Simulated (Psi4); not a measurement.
**MP2/def2-QZVPP (density fitting, core potential, density fitting for correlation, sweep point 6) run of InF (SMILES [F][In])**

Aim: a structure relaxation of InF. The job is set up through a Python script.

The calculation is run with Psi4 1.11.

2 further runs of the same task are left out: 2 set aside as unsound or not needed.

## (1) Starting point

The species is InF (2 atoms), meant as a singlet with charge 0. As SMILES, `[F][In]`. Geometry: relaxed at PBE0-D4/def2-TZVP. The run starts from this shape.

Bond lengths: F1–In2 1.994 Å.

## (2) A geometry optimisation at MP2/def2-QZVPP (density fitting, core potential, density fitting for correlation, sweep point 6)

run.py reads:

```python
import psi4

psi4.set_memory('1600 MB')
psi4.set_num_threads(1)
psi4.core.set_output_file('psi4.out', False)

m = psi4.geometry("""
0 1
F      0.00000000     0.00000000     0.03006554
In     0.00000000     0.00000000     3.79755583
units bohr
symmetry c1
""")

psi4.set_options({
    'basis': 'def2-QZVPP',
    'puream': True,
    'scf_type': 'df',
    'num_frozen_docc': 5,
    'g_convergence': 'gau_tight',
    'geom_maxiter': 50,
})

e_tot = psi4.optimize("mp2")
print('E =', round(e_tot, 9))
m.save_xyz_file('final.xyz', False)
for k, v in sorted(psi4.core.scalar_variables().items()):
    print(f'{k:45s} {v:18.10f}')
```

Command:

```
$ python run.py
```

psi4.out:

```text
gradient() will perform analytic gradient computation.

   => Loading Basis Set <=

    Name: DEF2-QZVPP
    Role: ORBITAL
    Keyword: BASIS

    !!!  WARNING: ECP capability is in beta. Please check occupations closely.  !!!

         ---------------------------------------------------------
                                   SCF
                              RHF Reference
                        1 Threads,   1525 MiB Core
         ---------------------------------------------------------

  ==> Geometry <==

    Molecular point group: c1
    Full point group: C_inf_v

    Geometry (in Bohr), charge = 0, multiplicity = 1:

       Center              X                  Y                   Z               Mass
    ------------   -----------------  -----------------  -----------------  -----------------
         F            0.000000000000     0.000000000000    -3.232948993132    18.998403162730
         IN           0.000000000000     0.000000000000     0.534541296868   114.903878776000

  Running in c1 symmetry.

  Rotational constants: A = ************  B =      0.26015  C =      0.26015 [cm^-1]
  Rotational constants: A = ************  B =   7799.14222  C =   7799.14222 [MHz]
  Nuclear repulsion =   50.166021794843168

  Charge       = 0
  Multiplicity = 1
  Electrons    = 30
  Nalpha       = 15
  Nbeta        = 15

  ==> Algorithm <==

  SCF Algorithm Type is DF.
  DIIS enabled.
  MOM disabled.
  Fractional occupation disabled.
  Guess Type is SAD.
  Energy threshold   = 1.00e-10
  Density threshold  = 1.00e-10
  Integral threshold = 1.00e-12

  ==> Primary Basis <==

  Basis Set: DEF2-QZVPP
    Blend: DEF2-QZVPP
    Number of shells: 39
    Number of basis functions: 139
    Number of Cartesian functions: 176
    Spherical Harmonics?: true
    Max angular momentum: 4

  Core potential: DEF2-QZVPP
    Number of shells: 4
    Number of ECP primitives: 18
    Number of ECP core electrons: 28
    Max angular momentum: 3

   => Loading Basis Set <=

    Name: (DEF2-QZVPP AUX)
    Role: JKFIT
    Keyword: DF_BASIS_SCF

  ==> Integral Setup <==

  DFHelper Memory: AOs need 0.048 GiB; user supplied 1.118 GiB.
  SCF_SUBTYPE=INCORE selected. In-core MEM_DF algorithm will be used.
  Using in-core AOs.

  ==> MemDFJK: Density-Fitted J/K Matrices <==

    J tasked:                   Yes
    K tasked:                   Yes
    wK tasked:                   No
    Memory [MiB]:              1144
    Algorithm:                 Core
    Schwarz Cutoff:           1E-12
    Mask sparsity (%):       0.5279
    Fitting Condition:        1E-10

   => Auxiliary Basis Set <=

  Basis Set: (DEF2-QZVPP AUX)
    Blend: DEF2-UNIVERSAL-JKFIT
    Number of shells: 71
    Number of basis functions: 295
    Number of Cartesian functions: 402
    Spherical Harmonics?: true
    Max angular momentum: 5

  Minimum eigenvalue in the overlap matrix is 1.6372873875E-03.
  Reciprocal condition number of the overlap matrix is 3.2402790295E-04.
    Using symmetric orthogonalization.

  ==> Pre-Iterations <==

  SCF Guess: Superposition of Atomic Densities via on-the-fly atomic UHF (no occupation information).

   -------------------------
    Irrep   Nso     Nmo
   -------------------------
     A        139     139
   -------------------------
    Total     139     139
   -------------------------

  ==> Iterations <==

                           Total Energy        Delta E     RMS |[F,P]|

   @DF-RHF iter SAD:  -287.31106651112128   -2.87311e+02   0.00000e+00
   @DF-RHF iter   1:  -288.63585678813769   -1.32479e+00   4.28339e-03 DIIS/ADIIS
   @DF-RHF iter   2:  -288.70613230621149   -7.02755e-02   3.33512e-03 DIIS/ADIIS
   @DF-RHF iter   3:  -288.76129484695269   -5.51625e-02   3.00664e-04 DIIS/ADIIS
   @DF-RHF iter   4:  -288.76198073307455   -6.85886e-04   1.08629e-04 DIIS/ADIIS
   @DF-RHF iter   5:  -288.76214700865717   -1.66276e-04   1.91299e-05 DIIS
   @DF-RHF iter   6:  -288.76215973147987   -1.27228e-05   5.44986e-06 DIIS
   @DF-RHF iter   7:  -288.76216051106076   -7.79581e-07   1.92285e-06 DIIS
   @DF-RHF iter   8:  -288.76216059175812   -8.06974e-08   6.89929e-07 DIIS
   @DF-RHF iter   9:  -288.76216060004475   -8.28663e-09   1.69817e-07 DIIS
   @DF-RHF iter  10:  -288.76216060080651   -7.61759e-10   3.38162e-08 DIIS
   @DF-RHF iter  11:  -288.76216060082857   -2.20552e-11   4.83150e-09 DIIS
   @DF-RHF iter  12:  -288.76216060082902   -4.54747e-13   1.00646e-09 DIIS
   @DF-RHF iter  13:  -288.76216060082925   -2.27374e-13   4.41548e-10 DIIS
   @DF-RHF iter  14:  -288.76216060082891    3.41061e-13   8.61197e-11 DIIS
  Energy and wave function converged.

  ==> Post-Iterations <==

    Orbital Energies [Eh]
    ---------------------

    Doubly Occupied:

       1A    -26.179807     2A     -5.383509     3A     -3.639666
       4A     -3.639666     5A     -3.632342     6A     -1.453371
       7A     -1.027258     8A     -1.027258     9A     -1.020334
      10A     -1.020334    11A     -1.018119    12A     -0.578890
      13A     -0.540372    14A     -0.540372    15A     -0.351510

    Virtual:

      16A      0.016404    17A      0.016404    18A      0.055275
      19A      0.107499    20A      0.107499    21A      0.109025
      22A      0.165613    23A      0.177653    24A      0.177653
[... 37 lines of this table left out ...]
     136A     39.261488   137A     55.468097   138A     77.142518
     139A    288.649939

    Final Occupation by Irrep:
              A
    DOCC [    15 ]
    NA   [    15 ]
    NB   [    15 ]

  @DF-RHF Final Energy:  -288.76216060082891

   => Energetics <=

    Nuclear Repulsion Energy =             50.1660217948431679
[... 1 line left out ...]
    Two-Electron Energy =                 236.8225616952495045
[... 15 lines left out ...]
 Dipole X            :          0.0000000            0.0000000            0.0000000
[... 1 line left out ...]
 Dipole Z            :         19.1518678          -17.8711737            1.2806941
[... 81 lines left out ...]
   Convergence cutoff =     1E-06
[... 28 lines left out ...]
    CGRSolver converged.
[... 22 lines left out ...]
	 Singles Energy            =      -0.0000000000000000 [Eh]
[... 1 line left out ...]
	 Opposite-Spin Energy      =      -0.4986924819935201 [Eh]
[... 1 line left out ...]
	 Total Energy              =    -289.4991221146555063 [Eh]
[... 6 lines left out ...]
	 SCS Opposite-Spin Energy  =      -0.5984309783922241 [Eh]
[... 1 line left out ...]
	 SCS Total Energy          =    -289.4400145898321739 [Eh]
[... 36 lines left out ...]
	Measures of convergence in internal coordinates in au.
[... 6 lines left out ...]
	  Convergence Criteria              o    1.50e-05 *    1.00e-05 *    6.00e-05 *    4.00e-05 *~
[... 94 lines left out ...]
                           Total Energy        Delta E     RMS |[F,P]|
[... 2 lines left out ...]
   @DF-RHF iter   1:  -288.76222142757121    1.61744e-03   9.56258e-06 DIIS
[... 1 line left out ...]
   @DF-RHF iter   3:  -288.76222216906569   -2.49189e-07   6.95752e-07 DIIS
[... 1 line left out ...]
   @DF-RHF iter   5:  -288.76222217749864   -1.05717e-09   9.79393e-08 DIIS
[... 1 line left out ...]
   @DF-RHF iter   7:  -288.76222217760551   -7.38964e-12   5.44343e-09 DIIS
[... 1 line left out ...]
   @DF-RHF iter   9:  -288.76222217760619   -5.68434e-14   4.61671e-10 DIIS
[... 1 line left out ...]
  Energy and wave function converged.
[... 9 lines left out ...]
  @DF-RHF Final Energy:  -288.76222217760630
[... 4 lines left out ...]
    One-Electron Energy =                -576.0603690827158516
[... 1 line left out ...]
    Total Energy =                       -288.7622221776063043
[... 15 lines left out ...]
 Dipole Y            :          0.0000000            0.0000000            0.0000000
[... 24 lines left out ...]
  Reference energy  = -288.762222177606304
[... 15 lines left out ...]
    CGRSolver converged.
[... 15 lines left out ...]
	 Singles Energy            =      -0.0000000000000000 [Eh]
[... 1 line left out ...]
	 Opposite-Spin Energy      =      -0.4986332909742759 [Eh]
[... 1 line left out ...]
	 Total Energy              =    -289.4991312238173577 [Eh]
[... 6 lines left out ...]
	 SCS Opposite-Spin Energy  =      -0.5983599491691310 [Eh]
[... 1 line left out ...]
	 SCS Total Energy          =    -289.4400073785210452 [Eh]
[... 36 lines left out ...]
	Measures of convergence in internal coordinates in au.
[... 6 lines left out ...]
	  Convergence Criteria              o    1.50e-05 *    1.00e-05 *    6.00e-05 *    4.00e-05 *
[... 63 lines left out ...]
   @DF-RHF iter   0:  -288.76202137999456   -2.88762e+02   9.40494e-06
[... 1 line left out ...]
   @DF-RHF iter   2:  -288.76221597147480   -7.25748e-09   8.73244e-07 DIIS
[... 1 line left out ...]
   @DF-RHF iter   4:  -288.76221597524403   -1.09196e-10   3.89233e-08 DIIS
[... 1 line left out ...]
   @DF-RHF iter   6:  -288.76221597526097   -1.53477e-12   2.29850e-09 DIIS
[... 1 line left out ...]
   @DF-RHF iter   8:  -288.76221597526126   -5.68434e-14   2.19502e-10 DIIS
[... 1 line left out ...]
  Energy and wave function converged.
[... 8 lines left out ...]
       1A    -26.180655     2A     -5.383058     3A     -3.639233
       4A     -3.639233     5A     -3.631905     6A     -1.454822
       7A     -1.026849     8A     -1.026849     9A     -1.019955
      10A     -1.019955    11A     -1.017739    12A     -0.580024
      13A     -0.541467    14A     -0.541467    15A     -0.351017

    Virtual:

      16A      0.016598    17A      0.016598    18A      0.055427
      19A      0.107648    20A      0.107648    21A      0.109106
      22A      0.166001    23A      0.177760    24A      0.177760
[... 37 lines of this table left out ...]
     136A     39.262044   137A     55.468983   138A     77.144272
     139A    288.651248

    Final Occupation by Irrep:
              A
    DOCC [    15 ]
    NA   [    15 ]
    NB   [    15 ]

  @DF-RHF Final Energy:  -288.76221597526097

   => Energetics <=

    Nuclear Repulsion Energy =             50.3033573644822667
    One-Electron Energy =                -576.0226930625357227
    Two-Electron Energy =                 236.9571197227924699
    Total Energy =                       -288.7622159752609718

Computation Completed

Properties will be evaluated at   0.000000,   0.000000,   0.000000 [a0]

Properties computed using the SCF density matrix

 Multipole Moments:

 ------------------------------------------------------------------------------------
     Multipole            Electronic (a.u.)      Nuclear  (a.u.)        Total (a.u.)
 ------------------------------------------------------------------------------------

 L = 1.  Multiply by 2.5417464519 to convert [e a0] to [Debye]
 Dipole X            :          0.0000000            0.0000000            0.0000000
 Dipole Y            :         -0.0000000            0.0000000           -0.0000000
 Dipole Z            :         19.0867585          -17.8223828            1.2643758
 Magnitude           :                                                    1.2643758

 ------------------------------------------------------------------------------------

	total time  =          1 seconds =       0.02 minutes

  //>>>>>>>>>>>>>>>>>>>>>>>>>>>>>>>>>>>//
  //               DFMP2               //
  //<<<<<<<<<<<<<<<<<<<<<<<<<<<<<<<<<<<//

  ==> Geometry <==

    Molecular point group: c1
    Full point group: C_inf_v

    Geometry (in Bohr), charge = 0, multiplicity = 1:

       Center              X                  Y                   Z               Mass
    ------------   -----------------  -----------------  -----------------  -----------------
         F            0.000000000000     0.000000000000    -3.224122566531    18.998403162730
         IN           0.000000000000     0.000000000000     0.533081920449   114.903878776000

  Nuclear repulsion =   50.303357364482267
  Reference energy  = -288.762215975260972

  => Iterations <=

             Iter  Converged  Remaining    Residual
  CGR           1          0          1   1.445E-01
  CGR           2          0          1   2.462E-02
  CGR           3          0          1   1.265E-02
  CGR           4          0          1   3.444E-03
  CGR           5          0          1   9.136E-04
  CGR           6          0          1   2.813E-04
  CGR           7          0          1   7.035E-05
  CGR           8          0          1   1.558E-05
  CGR           9          0          1   2.379E-06
  CGR          10          1          0   2.963E-07

    CGRSolver converged.

   => Auxiliary Basis Set <=

  Basis Set: (DEF2-QZVPP AUX)
    Blend: DEF2-UNIVERSAL-JKFIT
    Number of shells: 71
    Number of basis functions: 295
    Number of Cartesian functions: 402
    Spherical Harmonics?: true
    Max angular momentum: 5

	-----------------------------------------------------------
	 ==================> DF-MP2 Energies <====================
	-----------------------------------------------------------
	 Reference Energy          =    -288.7622159752609718 [Eh]
	 Singles Energy            =      -0.0000000000000000 [Eh]
	 Same-Spin Energy          =      -0.2382749306374109 [Eh]
	 Opposite-Spin Energy      =      -0.4986404916470318 [Eh]
	 Correlation Energy        =      -0.7369154222844427 [Eh]
	 Total Energy              =    -289.4991313975453977 [Eh]
	-----------------------------------------------------------
	 ================> DF-SCS-MP2 Energies <==================
	-----------------------------------------------------------
	 SCS Same-Spin Scale       =       0.3333333333333333 [-]
	 SCS Opposite-Spin Scale   =       1.2000000000000000 [-]
	 SCS Same-Spin Energy      =      -0.0794249768791370 [Eh]
	 SCS Opposite-Spin Energy  =      -0.5983685899764382 [Eh]
	 SCS Correlation Energy    =      -0.6777935668555751 [Eh]
	 SCS Total Energy          =    -289.4400095421165702 [Eh]
	-----------------------------------------------------------

  -Total Gradient:
     Atom            X                  Y                   Z
    ------   -----------------  -----------------  -----------------
       1       -0.000000000000     0.000000000000    -0.000003529332
       2        0.000000000000    -0.000000000000     0.000003529331

	total time  =          7 seconds =       0.12 minutes

    			-----------------------------------------

    			 OPTKING 3.0: for geometry optimizations

    			        with contributions from

    			-----------------------------------------

	                            ===> Fragment 1 <==

	 Z (Atomic Numbers)          Masses                          Geom
	       9.000000            18.998403          0.00000000  0.00000000 -3.22412257
	      49.000000            114.903879         0.00000000  0.00000000  0.53308192

	 - Coordinate -           - BOHR/RAD -       - ANG/DEG -
	 R(1,2)           =         3.757204           1.988227

	        --- Internal Coordinate Step in ANG or DEG, aJ/ANG or AJ/DEG ---
	-------------------------------------------------------------------------------
	           Coordinate      Previous         Force          Change          New
	           ----------      --------        ------          ------        ------
	               R(1,2)       1.98823       -0.00003       -0.00001       1.98822
	-------------------------------------------------------------------------------

	                                 ==> Convergence Check <==

	Measures of convergence in internal coordinates in au.

	Criteria marked as inactive (o), active & met (*), and active & unmet ( ).

	----------------------------------------------------------------------------------------------
	   Step    Total Energy     Delta E     Max Force     RMS Force      Max Disp      RMS Disp
	----------------------------------------------------------------------------------------------
	  Convergence Criteria              o    1.50e-05 *    1.00e-05 *    6.00e-05 *    4.00e-05 *
	----------------------------------------------------------------------------------------------
	     3    -289.49913140   -1.74e-07 o    3.53e-06 *    3.53e-06 *    2.03e-05 *    2.03e-05 *  ~
	----------------------------------------------------------------------------------------------

Next Geometry in Ang
	Fragment 1 (Ang)

	    F   0.0000000000   0.0000000000  -1.7061268194
	   In   0.0000000000   0.0000000000   0.2820894365

    Final optimized geometry and variables:
    Molecular point group: c1
    Full point group: C_inf_v

    Geometry (in Bohr), charge = 0, multiplicity = 1:

    F            0.000000000000     0.000000000000    -3.224122566531
    IN           0.000000000000     0.000000000000     0.533081920449

[set-up sections that repeat, and orbital energies of the middle runs, are left out above]
```

The script printed:

```text
Some dependencies such as QCElemental have not yet finished migration to pydantic v2. If issues are encountered please downgrade pydantic or upgrade QCElemental as appropriate
Optimizer: Optimization complete!
E = -289.499131398
CURRENT CORRELATION ENERGY                         -0.7369154223
CURRENT ENERGY                                   -289.4991313975
CURRENT REFERENCE ENERGY                         -288.7622159753
CUSTOM SCS-MP2 CORRELATION ENERGY                  -0.6777935669
CUSTOM SCS-MP2 TOTAL ENERGY                      -289.4400095421
DD SOLVATION ENERGY                                 0.0000000000
HF KINETIC ENERGY                                 172.9992319144
HF POTENTIAL ENERGY                              -461.7614478897
HF TOTAL ENERGY                                  -288.7622159753
HF VIRIAL RATIO                                     2.6691531678
MP2 CORRELATION ENERGY                             -0.7369154223
MP2 DOUBLES ENERGY                                 -0.7369154223
MP2 OPPOSITE-SPIN CORRELATION ENERGY               -0.4986404916
MP2 SAME-SPIN CORRELATION ENERGY                   -0.2382749306
MP2 SINGLES ENERGY                                 -0.0000000000
MP2 TOTAL ENERGY                                 -289.4991313975
NUCLEAR REPULSION ENERGY                           50.3033573645
ONE-ELECTRON ENERGY                              -576.0226930625
OPTIMIZATION ITERATIONS                             3.0000000000
PCM POLARIZATION ENERGY                             0.0000000000
PE ENERGY                                           0.0000000000
SCF ITERATION ENERGY                             -288.7622159753
SCF ITERATIONS                                      9.0000000000
SCF TOTAL ENERGY                                 -288.7622159753
SCS-MP2 CORRELATION ENERGY                         -0.6777935669
SCS-MP2 TOTAL ENERGY                             -289.4400095421
TWO-ELECTRON ENERGY                               236.9571197228
```

Wall time 27 s (1 thread of Intel Xeon at 2.70GHz, shared host); peak memory 0.41 GiB.

Step by step:

```
step  energy from the first frame kept (eV)  largest force (eV/Å)
   0                                 0.0000                0.0922
   1                                -0.0002                0.0127
   2                                -0.0003                0.0002
```

After the run. Bond lengths: F1–In2 1.988 Å.

## (3) Outcome

At MP2/def2-QZVPP (density fitting, core potential, density fitting for correlation, sweep point 6), 5 core orbitals frozen:

```
                                   quantity          value
                    total energy at the end  -289.49913 Eh
correlation energy (5 core orbitals frozen)     -736.9 mEh
                                bond length        1.988 Å
```

What this shows: At the final geometry: Bond lengths: F1–In2 1.988 Å. The optimisation took 3 steps and changed the energy by -0.000 eV.
